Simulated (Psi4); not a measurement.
**C2HBF2 (SMILES C#CB(F)F): M06-L/def2-SVPD**

Aim: the energy change on altering one bond length of C2HBF2 at M06-L/def2-SVPD, from 2 runs. 

The results are computed with Psi4 1.11.

2 further runs of the same task are left out: 2 set aside as unsound or not needed.

## 1. The molecule

The species is C2HBF2 (6 atoms), meant as a singlet with charge 0. SMILES: `C#CB(F)F`. The coordinates come from a PBE0-D4/def2-TZVP relaxation.

Bond lengths: C1–C2 1.203 Å, C2–B3 1.521 Å, B3–F4 1.316 Å, B3–F5 1.316 Å, C1–H6 1.066 Å. Angles: C1–C2–B3 180.0°, C2–B3–F4 121.1°, C2–B3–F5 121.1°, F4–B3–F5 117.8°, C2–C1–H6 180.0°.

## 2. The energy at M06-L/def2-SVPD

c2hbf2.inp reads:

```
memory 1600 mb

molecule {
  C     -0.883700     0.450800     1.253400
  C     -0.218600     0.106200     0.311700
  B      0.622000    -0.329200    -0.878400
  F      0.153600    -1.179500    -1.766600
  F      1.841700     0.131700    -1.054100
  H     -1.473000     0.756000     2.087900
  symmetry c1
}

set basis def2-SVPD
set reference rks
set puream true
set e_convergence 1e-09
set d_convergence 1e-08
set scf_type pk
set dft_radial_points 99
set dft_spherical_points 590

E, wfn = energy('m06-l', return_wfn=True)
oeprop(wfn, 'LOWDIN_CHARGES', 'MULLIKEN_CHARGES', 'QUADRUPOLE')
print_variables()
```

Started as:

```console
psi4 -n 1 c2hbf2.inp c2hbf2.out
```

c2hbf2.out:

```text
[...]
  Running in c1 symmetry.
[...]
  Nuclear repulsion =  133.521777161654995
[...]
  Multiplicity = 1
[...]
  Nalpha       = 18
  Nbeta        = 18
[...]
    Number of basis functions: 114
[...]
   @RKS iter   1:  -300.92109670131117   -4.53785e-01   6.13699e-03 ADIIS/DIIS
[...]
   @RKS iter  12:  -301.15252076561802   -2.41016e-11   3.61229e-09 DIIS
[...]
    Orbital Energies [Eh]
    ---------------------
    Doubly Occupied:
       1A    -24.535382     2A    -24.535338     3A    -10.097145
       4A    -10.074715     5A     -6.780578     6A     -1.216585
       7A     -1.189834     8A     -0.726338     9A     -0.572974
      10A     -0.532559    11A     -0.510243    12A     -0.485862
      13A     -0.463837    14A     -0.411430    15A     -0.394239
      16A     -0.390961    17A     -0.298169    18A     -0.288968
[...]
  @RKS Final Energy:  -301.15252076561802
   => Energetics <=
    Nuclear Repulsion Energy =            133.5217771616549953
    One-Electron Energy =                -678.9372258147377579
    Two-Electron Energy =                 280.3978948118073617
    DFT Exchange-Correlation Energy =     -36.1349669243426206
    Empirical Dispersion Energy =           0.0000000000000000
    VV10 Nonlocal Energy =                  0.0000000000000000
    Total Energy =                       -301.1525207656180214
[...]
 Multipole Moments:
 ------------------------------------------------------------------------------------
     Multipole            Electronic (a.u.)      Nuclear  (a.u.)        Total (a.u.)
 ------------------------------------------------------------------------------------
 L = 1.  Multiply by 2.5417464519 to convert [e a0] to [Debye]
 Dipole X            :          2.6742364           -3.0839325           -0.4096961
 Dipole Y            :         -1.3850907            1.5975756            0.2124849
 Dipole Z            :         -3.7860922            4.3665212            0.5804291
 Magnitude           :                                                    0.7415515
 L = 2.  Multiply by 1.3450342976 to convert [e a0^2] to [Debye ang]
 Quadrupole XX       :       -145.4099050          125.7329238          -19.6769812
 Quadrupole XY       :          4.0076355           -5.8444683           -1.8368328
[...]
  Mulliken Charges: (a.u.)
   Center  Symbol    Alpha    Beta     Spin     Total
       1     C     3.30312  3.30312  0.00000 -0.60624
       2     C     2.62203  2.62203  0.00000  0.75594
       3     B     2.19813  2.19813  0.00000  0.60373
       4     F     4.68697  4.68697  0.00000 -0.37393
       5     F     4.68688  4.68688  0.00000 -0.37377
       6     H     0.50287  0.50287  0.00000 -0.00574
   Total alpha = 18.00000, Total beta = 18.00000, Total charge =  0.00000
  Lowdin Charges: (a.u.)
   Center  Symbol    Alpha    Beta     Spin     Total
[...]
```

Wall time 28 s (1 thread of AMD EPYC 9R45 (Zen 5), shared host); peak memory 0.65 GiB.

## 3. The distorted shape: energy and gradient at M06-L/def2-SVPD

job.json reads:

```json
{
 "schema_name": "qcschema_input",
 "schema_version": 1,
 "molecule": {
  "schema_name": "qcschema_molecule",
  "schema_version": 2,
  "symbols": ["C", "C", "B", "F", "F", "H"],
  "geometry": [-2.46415562, 1.26325735, 3.49299622, -1.20729878, 0.61205773, 1.71344113, 1.17540965, -0.62209784, -1.65993543, 0.29026193, -2.22893196, -3.33839017, 3.4803086, 0.24887693, -1.99196031, -3.57777123, 1.84000176, 5.06997268],
  "molecular_charge": 0,
  "molecular_multiplicity": 1,
  "fix_symmetry": "c1"
 },
 "driver": "gradient",
 "model": {
  "method": "m06-l",
  "basis": "def2-SVPD"
 },
 "keywords": {
  "puream": true,
  "e_convergence": 1e-09,
  "d_convergence": 1e-08,
  "scf_type": "pk",
  "dft_radial_points": 99,
  "dft_spherical_points": 590,
  "scf_properties": ["LOWDIN_CHARGES", "DIPOLE", "QUADRUPOLE"]
 }
}
```

Started as:

```console
psi4 --qcschema job.json -n 1 --memory 1600MB
```

stdout (excerpt; [...] marks lines left out):

```text
[...]
  Running in c1 symmetry.
[...]
  Nuclear repulsion =  120.598161376870834
[...]
  Multiplicity = 1
[...]
  Nalpha       = 18
  Nbeta        = 18
[...]
    Number of basis functions: 114
[...]
   @RKS iter   1:  -300.70171850849687   -5.44776e-01   6.89935e-03 ADIIS/DIIS
[...]
   @RKS iter  13:  -301.03708907074002   -1.02887e-11   9.34946e-09 DIIS
[...]
  @RKS Final Energy:  -301.03708907074002
   => Energetics <=
    Nuclear Repulsion Energy =            120.5981613768708343
    One-Electron Energy =                -652.5096369046615337
    Two-Electron Energy =                 266.8140490019141566
    DFT Exchange-Correlation Energy =     -35.9396625448634879
    Empirical Dispersion Energy =           0.0000000000000000
    VV10 Nonlocal Energy =                  0.0000000000000000
    Total Energy =                       -301.0370890707400235
[...]
 Multipole Moments:
 ------------------------------------------------------------------------------------
     Multipole            Electronic (a.u.)      Nuclear  (a.u.)        Total (a.u.)
 ------------------------------------------------------------------------------------
 L = 1.  Multiply by 2.5417464519 to convert [e a0] to [Debye]
 Dipole X            :          3.9119173           -3.7481432            0.1637741
 Dipole Y            :         -2.0261990            1.9416123           -0.0845867
 Dipole Z            :         -5.5383842            5.3068929           -0.2314913
 Magnitude           :                                                    0.2959140
 L = 2.  Multiply by 1.3450342976 to convert [e a0^2] to [Debye ang]
 Quadrupole XX       :       -189.8566643          169.4420264          -20.4146380
 Quadrupole XY       :         27.1389032          -28.4860768           -1.3471736
[...]
  -Total Gradient:
     Atom            X                  Y                   Z
    ------   -----------------  -----------------  -----------------
       1        0.013058521988    -0.006761487685    -0.018494623833
       2       -0.065172734903     0.033754040142     0.092269517759
       3        0.025437695120    -0.013088601336    -0.035898792374
       4        0.004319342841    -0.012306841334    -0.020405002540
       5        0.019785971834    -0.000263428646    -0.013834389313
       6        0.002634576807    -0.001366765111    -0.003726526656
[...]
```

The result, in JSON:

```text
{
 "driver": "gradient",
 "model": {
  "method": "m06-l",
  "basis": "def2-SVPD"
 },
 "success": true,
 "return_result": [0.01305852198838714, -0.006761487685392753, -0.018494623833021417, -0.06517273490333475, 0.03375404014233885, 0.09226951775852488, 0.02543769511971114, -0.01308860133647749, -0.035898792374352895, 0.004319342841332702, -0.01230684133420512, -0.020405002539747696, 0.019785971834207383, -0.000263428645580821, -0.013834389313294747, 0.0026345768066305952, -0.0013667651113225404, -0.003726526655873863],
 "properties": {
  "calcinfo_nbasis": 114,
  "calcinfo_nmo": 114,
  "calcinfo_nalpha": 18,
  "calcinfo_nbeta": 18,
  "calcinfo_natom": 6,
  "nuclear_repulsion_energy": 120.59816137687083,
  "return_energy": -301.03708907074,
  "return_gradient": [0.01305852198838714, -0.006761487685392753, -0.018494623833021417, -0.06517273490333475, 0.03375404014233885, 0.09226951775852488, 0.02543769511971114, -0.01308860133647749, -0.035898792374352895, 0.004319342841332702, -0.01230684133420512, -0.020405002539747696, 0.019785971834207383, -0.000263428645580821, -0.013834389313294747, 0.0026345768066305952, -0.0013667651113225404, -0.003726526655873863],
  "scf_one_electron_energy": -652.5096369046615,
  "scf_two_electron_energy": 266.81404900191416,
  "scf_xc_energy": -35.93966254486349,
  "scf_dipole_moment": [0.16377411877561876, -0.08458669825956955, -0.23149129489523634],
  "scf_total_energy": -301.03708907074,
  "scf_total_gradient": [0.01305852198838714, -0.006761487685392753, -0.018494623833021417, -0.06517273490333475, 0.03375404014233885, 0.09226951775852488, 0.02543769511971114, -0.01308860133647749, -0.035898792374352895, 0.004319342841332702, -0.01230684133420512, -0.020405002539747696, 0.019785971834207383, -0.000263428645580821, -0.013834389313294747, 0.0026345768066305952, -0.0013667651113225404, -0.003726526655873863],
  "scf_iterations": 13
 }
}
```

Wall time 32 s (1 thread of AMD EPYC 9R45 (Zen 5), shared host); peak memory 0.66 GiB.

## 4. Outcome

Level: M06-L/def2-SVPD.

```
                                                         quantity          value
                                        first shape: total energy  -301.15252 Eh
                                       first shape: dipole moment         1.88 D
                                         first shape: HOMO energy       -7.86 eV
                                         first shape: LUMO energy       -2.15 eV
                                       first shape: HOMO–LUMO gap        5.71 eV
                                    distorted shape: total energy  -301.03709 Eh
                                   distorted shape: dipole moment         0.75 D
                                     distorted shape: HOMO energy       -7.04 eV
                                     distorted shape: LUMO energy       -2.32 eV
                                   distorted shape: HOMO–LUMO gap        4.72 eV
                        distorted shape: largest force on an atom     6.063 eV/Å
energy change with the C2–B3 bond stretched from 1.521 to 2.281 Å       3.141 eV
```

What this shows: With the C2–B3 bond stretched from 1.521 to 2.281 Å the energy rises by 3.14 eV (72 kcal/mol). The first shape isn't relaxed at this level, so the change isn't measured from a minimum. Mulliken charges (first shape) run from -0.61 on C1 to +0.76 on C2; in a basis this large or diffuse they mean little.
